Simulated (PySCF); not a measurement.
**SnH2Me(NHiPr): geometry, NMR shifts and electronic excitations**

What NMR shifts and electronic excitations should SnH2Me(NHiPr) (`[H][Sn]([H])([CH3])[NH]C(C)C`) show?

Programs: PySCF 2.14.0, with density-fitted response routines of our own. Each step states its level of theory. These are calculated values for one molecule in the gas phase, unless marked as measured. Atoms are numbered from 0 throughout.

**1. Starting geometry**

19 atoms, charge 0, multiplicity 1; geometry from: GFN2-xTB. The atoms were then displaced at random by about 0.03 Å, so the start is not that level's minimum.

Bonds of the start (Å): Sn0–H1 1.68, Sn0–H2 1.58, Sn0–C3 2.20, Sn0–N7 1.97, C3–H4 1.01, C3–H5 1.19, C3–H6 1.08, N7–C8 1.45, N7–H11 1.04, C8–C9 1.51, C8–C10 1.51, C8–H12 1.19, C9–H13 1.07, C9–H14 1.11, C9–H15 1.09, C10–H16 1.10, C10–H17 1.06, C10–H18 1.10.

**2. Optimising the geometry at PBE0-D3(BJ)/def2-SVP**

What the job is given:

```
{"job": {"xc": "PBE0", "basis": "def2-SVP", "d3": "d3bj", "grid": 1, "maxiter": 40, "shake": 0.03, "kind": "geom"}, "charge": 0, "multiplicity": 1}
Sn     0.420600     1.477270     0.311230
H      0.490960     1.535790     1.992100
H      1.867450     1.571820    -0.312340
C     -0.705440     3.217810    -0.437910
H     -0.316510     4.126480    -0.236130
H     -1.799710     3.242290     0.022120
H     -0.892450     3.120100    -1.500760
N     -0.485300    -0.040910    -0.562240
C     -0.176290    -1.427990    -0.278130
C     -0.515120    -1.952320     1.097080
C      1.276460    -1.661950    -0.612860
H     -1.522900     0.027970    -0.476170
H     -0.843730    -1.994790    -1.090000
H      0.034170    -1.390910     1.821410
H     -0.297790    -3.037130     1.158600
H     -1.563200    -1.747210     1.307440
H      1.916200    -1.141040     0.120010
H      1.511850    -2.695500    -0.643650
H      1.537980    -1.236330    -1.595210
```

Launch:

```sh
> OMP_NUM_THREADS=1 python probes_run.py task.json out
```

This one command runs all jobs of the session in turn.

**Question.** This job is followed by: GIAO PBE0/pcSseg-1 Sn:def2-TZVP NMR shielding, non-relativistic, gas phase; TDDFT wB97X-D/def2-SVPD, vertical, gas phase, core orbitals frozen in the response; GIAO KT2/pcSseg-1 Sn:def2-TZVP NMR shielding, non-relativistic, gas phase. What will the session give for the following? point group; rotational constants (main isotopes); 13C shifts against TMS (PBE0/def2-TZVP+pcSseg-1, means over atoms taken as alike); 1H shifts against TMS (PBE0/def2-TZVP+pcSseg-1, means over atoms taken as alike); 15N shifts against NH3 (PBE0/def2-TZVP+pcSseg-1); surface potential, 1st and 99th percentile; lowest singlet (wB97X-D/def2-SVPD); brightest single state of those computed; lowest triplet; range of the shift of N7.

As calculated:

```
                                                                         quantity                              value
                                                                      point group                                 C1
                                             rotational constants (main isotopes)               4.20, 1.03, 0.96 GHz
13C shifts against TMS (PBE0/def2-TZVP+pcSseg-1, means over atoms taken as alike)              48.9, 28.6, -10.3 ppm
 1H shifts against TMS (PBE0/def2-TZVP+pcSseg-1, means over atoms taken as alike)  5.31, 3.29, 1.06, 0.19, -0.34 ppm
                                 15N shifts against NH3 (PBE0/def2-TZVP+pcSseg-1)                           51.1 ppm
                                            surface potential, 1st and 99th percentile                 -1.32 V and 1.17 V
                                               lowest singlet (wB97X-D/def2-SVPD)        5.74 eV (216 nm), f = 0.036
                                         brightest single state of those computed        state 8, 7.82 eV, f = 0.064
                                                                   lowest triplet                            5.23 eV
                                                         range of the shift of N7                   51.1 to 61.4 ppm
```

The start was shaken at random, so part of the energy gained undoes that. Relaxing lowered the energy by 0.882 eV in 9 steps; the close pair that moved most is Sn0–H2, from 1.578 to 1.716 Å. No frequency check was run at this level, so the end point may be a saddle. At PBE0/def2-TZVP+pcSseg-1: The widest tensor belongs to N7: span 112 ppm, with a paramagnetic part of -108 ppm. The first singlet state (HOMO→LUMO+2 0.61, HOMO→LUMO+1 0.27) lies at 5.74 eV and is weak; of the 10 states computed, the strongest absorption comes from state 8 at 7.82 eV. The lowest triplet lies 0.51 eV below the lowest singlet (triplets in Tamm-Dancoff, singlets in full TDDFT). Spin-orbit coupling, left out, mixes singlets and triplets in elements this heavy. In ppm, N7 moves most: its shift spreads over 10.3 ppm, from 51.1 (PBE0/def2-TZVP+pcSseg-1) to 61.4 (KT2/def2-TZVP+pcSseg-1). Spin-orbit coupling is left out, which matters for shieldings and couplings at and beside the heavy atoms.
